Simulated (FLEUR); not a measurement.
TaTi:

```xyz
2
Lattice="1.6329 -2.2975 0.0000 1.6329 2.2975 0.0000 0.0000 0.0000 4.6841" Properties=species:S:1:pos:R:3 pbc="T T T"
Ta    0.0000    0.0000    0.0000
Ti    1.6329    0.0000    2.3421
```

The cell comes from a database or a generator and needn't be the stable form of this composition.

* Program: FLEUR MaX-R8.1 (later development tree)
* Task: single point
* Functional: PBEsol
* Potentials or basis: all-electron
* Basis: FLAPW
* Kmax: 4.1 1/bohr
* k mesh: 10 × 10 × 6
* Occupations: fermi-dirac, width 0.05 eV
* Spin: no spin polarisation
* Gmax: 12.7 1/bohr
* Muffin-tin radii: Ta 2.39, Ti 2.39 bohr
* lmax: Ta 10, Ti 10
* lnonsphr: Ta 10, Ti 10
* Local orbitals a species: Ta 4, Ti 5
* Max iterations: 60
* Mixing factor: 0.05
* Mixer: Anderson
* Mixer history: 15

On this cell: largest force under 0.003 eV/Å; band gap on the k mesh none (metal or under the smearing width).

The same run follows on a disturbed copy (atoms moved at random, drawn with an rms of 0.05 Å):

```xyz
2
Lattice="1.6329 -2.2975 0.0000 1.6329 2.2975 0.0000 0.0000 0.0000 4.6841" Properties=species:S:1:pos:R:3 pbc="T T T"
Ta    0.0217   -0.0331   -0.0016
Ti    1.6459   -0.0047    2.3460
```

Problem. What changes?

Solution. The energy (extrapolated to zero smearing) moves by +0.0 meV/atom; largest force 0.034 eV/Å; band gap on the k mesh none (metal or under the smearing width).

Forces in eV/Å, atoms in the order of the input:
```
Ta  -0.032 -0.001  0.010
Ti   0.032  0.001 -0.010
```
